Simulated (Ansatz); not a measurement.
# Lower states of Ni: further starts and searches

Plain starts of Ni have been run. Do the further runs listed below go lower? The cell (2 atoms) is Ni in its experimental structure (space group Fm-3m, primitive cell doubled). Source: COD entry 9012991; the sample's temperature and pressure aren't taken into account.

Program: Ansatz 0.2.0. Level of theory: DFT PBE, PAW, plane waves, scalar-relativistic. These are calculated values, not measurements.

## (1) The starting structure

It takes space group Fm-3m (No. 225, cubic). Conventional cell: a = 3.537 Å, b = 3.537 Å, c = 3.537 Å, α = 90.00°, β = 90.00°, γ = 90.00°. Around Ni (site symmetry m-3m) lie 12 Ni at 2.50 Å.

Coordinates:

```cif
data_structure
_symmetry_space_group_name_H-M 'P 1'
_symmetry_Int_Tables_number 1
_cell_length_a 4.3316
_cell_length_b 4.3316
_cell_length_c 4.3316
_cell_angle_alpha 33.557
_cell_angle_beta 33.557
_cell_angle_gamma 33.557
_cell_volume 22.12
loop_
_atom_site_label
_atom_site_type_symbol
_atom_site_fract_x
_atom_site_fract_y
_atom_site_fract_z
_atom_site_occupancy
Ni1 Ni 0.00000 0.00000 0.00000 1
Ni2 Ni 0.50000 0.50000 0.50000 1
```

Atoms are counted from 1 in the order of input.yaml (Ni2 and so on).

Known so far: 8 plain starts ended in 3 states. The lowest came from “spin on, no moments given (the program may seed its own), plain SCF”: ferromagnetic, site moments Ni1 0.68, Ni2 0.68 μB, total 1.28 μB per cell, no gap on the k-mesh, free energy -11679.4549 eV.

Runs to come: parallel moments, default search for lower states; opposed moments +-, default search for lower states; the moments typed in its input, symmetry off, plain SCF; the moments typed in its input, standard search for lower states.

A plain SCF has the search for lower states switched off and ends at the first converged state. The default search runs further SCF cycles only where the state itself hints at a lower one. The standard and full searches may also try other magnetic orders and fillings, and need not reach the lowest state. With a search on, the program may also reshape the start on open shells. 

Site moments are integrals over atomic spheres and don't add up to the total.

## (2) Parallel moments, default search for lower states

input.yaml reads:

```yaml
crystal:
  lattice:
    - [3.5367, 1.76835, 1.76835]
    - [1.76835, 3.5367, 1.76835]
    - [1.76835, 1.76835, 3.5367]
  atoms:
    - { symbol: Ni, position: [0.0, 0.0, 0.0], spin: 2.0 }
    - { symbol: Ni, position: [0.5, 0.5, 0.5], spin: 2.0 }
magnetization:
  spin_polarized: true
hamiltonian:
  xc: pbe
  pseudopotentials: { kind: paw }
basis:
  ecutwfc: 420
kpoints:
  mp_grid: { grid: [13, 13, 13] }
scf:
  occupations: { method: fermi_dirac, width: 0.05 }
output:
  forces: true
  stress: true
  write_density: true
  write_potential: true
  elf: true
  volumetric_format: npy
```

On the command line:

```sh
$ ansatz run input.yaml --threads 2 --pin off --max-ram 5120MiB --backend cpu --events-out ev --progress --plain --runs-dir out
```

Q: With the starts changed as planned, what states does the cell reach, and which is lowest? Wanted: distinct states; lowest state; total moment; gap on the k-mesh; pressure; largest force; next state.

**Answer**, as computed:

| quantity | value |
| --- | --- |
| distinct states | 2 from 5 converged runs, the best start of step 1 counted |
| lowest state | ferromagnetic |
| its moments | Ni1 0.68, Ni2 0.68 μB |
| total moment | 1.28 μB per cell |
| gap on the k-mesh | none |
| pressure | -3.0 GPa |
| largest force | 0.000 eV/Å |
| next state | antiferromagnetic, 53.4 meV/atom higher |

In words: Nothing lower turns up: the best plain start stands. The 5 converged runs end in 2 distinct states. The best antiferromagnetic state lies 53.4 meV/atom above the best ferromagnetic one. The search isn't exhaustive: larger magnetic cells and non-collinear orders weren't tried. State 2 reads as a saddle point, which a small push may leave.
